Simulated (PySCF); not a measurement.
The system is C2F2H2, in a box.

```xyz
6
Lattice="11.0000 0.0000 0.0000 0.0000 12.0000 0.0000 0.0000 0.0000 13.0000" Properties=species:S:1:pos:R:3 pbc="T T T"
C     5.3403    6.5606    5.9300
C     5.5612    5.6951    6.8945
F     5.0013    5.7260    8.0820
F     6.3754    4.6676    6.8174
H     5.8504    6.4502    4.9860
H     4.6506    7.3744    6.0902
```

Base run:

- Program: PySCF 2.14.0
- Functional: M06-L
- Potentials or basis: def2-svp (all-electron)
- k mesh: 1 × 1 × 1
- Occupations: fixed
- Spin: no spin polarisation

Its results: gap between the frontier levels 6.55 eV.

**Question.** After a change of settings the same cell gave: gap between the frontier levels 8.10 eV. Which change was it?
A. functional from M06-L to X3LYP
B. functional from M06-L to TPSS
C. functional from M06-L to OLYP

**Answer.** A.

Caveats: this is a molecule in a periodic box at the Γ point, so its band gap is the HOMO-LUMO gap; the basis of atomic orbitals isn't converged, which shifts pressures, moduli and gaps.

Not every run made on this cell is shown here.
